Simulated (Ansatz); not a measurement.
# CH₄GaSe radical: an energy map over angle C1–Ga2–Se3 and dihedral C1–Ga2–Se3–H7

How does the energy of CH₄GaSe, SMILES [CH3][Ga][SeH], spin multiplicity 2 change over two coordinates at once? A grid of runs gives the map.

Program: Ansatz 0.2.0. Level of theory: UHF/def2-TZVP. These are calculated values, not measurements.

### 1 The starting structure

SMILES `[CH3][Ga][SeH]`, 7 atoms, charge 0, spin multiplicity 2.

Atoms are counted from 1 here; the program's logs count them from 0.

Bond lengths: C1–Ga2 2.018 Å, C1–H4 1.109 Å, C1–H5 1.109 Å, C1–H6 1.106 Å, Ga2–Se3 2.393 Å, Se3–H7 1.485 Å. Angles: Ga2–C1–H4 107.8°, Ga2–C1–H5 108.8°, Ga2–C1–H6 111.3°, H4–C1–H5 109.4°, H4–C1–H6 109.3°, H5–C1–H6 110.1°, C1–Ga2–Se3 115.5°, Ga2–Se3–H7 92.9°.

Geometry (Å):

```xyz
7
charge 0, multiplicity 2
C    -1.03520    0.71857   -0.37289
Ga   -0.06792   -0.70421    0.68203
Se    2.25562   -0.96300    0.17159
H    -0.80695    1.69928    0.09250
H    -0.65860    0.70866   -1.41567
H    -2.12887    0.55417   -0.36187
H     2.44192   -2.01349    1.20430
```

This geometry comes from a loose relaxation at PBE in a small basis, which is not shown.

### 3 Setting up the map

First coordinate, angle C1–Ga2–Se3: 7 values from 71 to 161 °. Second coordinate, dihedral C1–Ga2–Se3–H7: 8 values from −180 to 135 °, periodic.

Nothing else is relaxed (all other coordinates rigid). Energies count from the relaxed molecule at the same level. Points are written as (first, second).

(The set-up runs are not shown.)

### 4 Grid point (116°, −180°)

Contents of input.yaml:

```yaml
crystal:
  periodic: [false, false, false]
  atoms:
    - { symbol: C, position_ang: [-1.03682, 0.707443, -0.38417] }
    - { symbol: Ga, position_ang: [-0.104775, -0.807549, 0.543695] }
    - { symbol: Se, position_ang: [2.273789, -0.836306, 0.368231] }
    - { symbol: H, position_ang: [-0.680841, 1.649067, 0.021564] }
    - { symbol: H, position_ang: [-0.798188, 0.680238, -1.4426] }
    - { symbol: H, position_ang: [-2.110782, 0.654972, -0.263265] }
    - { symbol: H, position_ang: [2.4641, -2.045452, 1.154051] }
magnetization:
  spin_polarized: true
  initial_magnetization: 1
basis:
  gaussian: { orbitals: def2-TZVP }
hamiltonian:
  xc: hf
output:
  forces: true
```

Started as:

```
> ansatz run input.yaml --threads 1 --pin off --max-ram 2560MiB --backend cpu --events-out ev --progress --plain --runs-dir out
```

Further runs follow: all other points of the grid.

Before running it: what results should come out? Wanted: lowest point; ⟨S²⟩.

**Answer**, as computed:

```
                                            quantity                                                                  value
                                        lowest point                                            (116°, −180°), 0.0 kcal/mol
highest computed point (blank points may lie higher)                              (71°, 0°), 63.9 kcal/mol above the lowest
                                           ⟨S²⟩ (ħ²)  0.757 at (161°, 0°) to 0.783 at (71°, 90°); 0.760 at the lowest point
                             time for the whole task                                        14 min on 1 thread, shared host
```

What this shows: The lowest computed point is at (116°, −180°), 0.0 kcal/mol from the relaxed molecule at the same level. A higher local minimum lies near (116°, 0°) (0.9 kcal/mol above the lowest at that grid point). The highest computed point, (71°, 0°), lies 63.9 kcal/mol above the lowest. On the interpolated surface the easiest way out of the lowest well to the well at (116°, 0°) passes a barrier of about 6.1 kcal/mol. Round the minimum the two coordinates are nearly uncoupled.
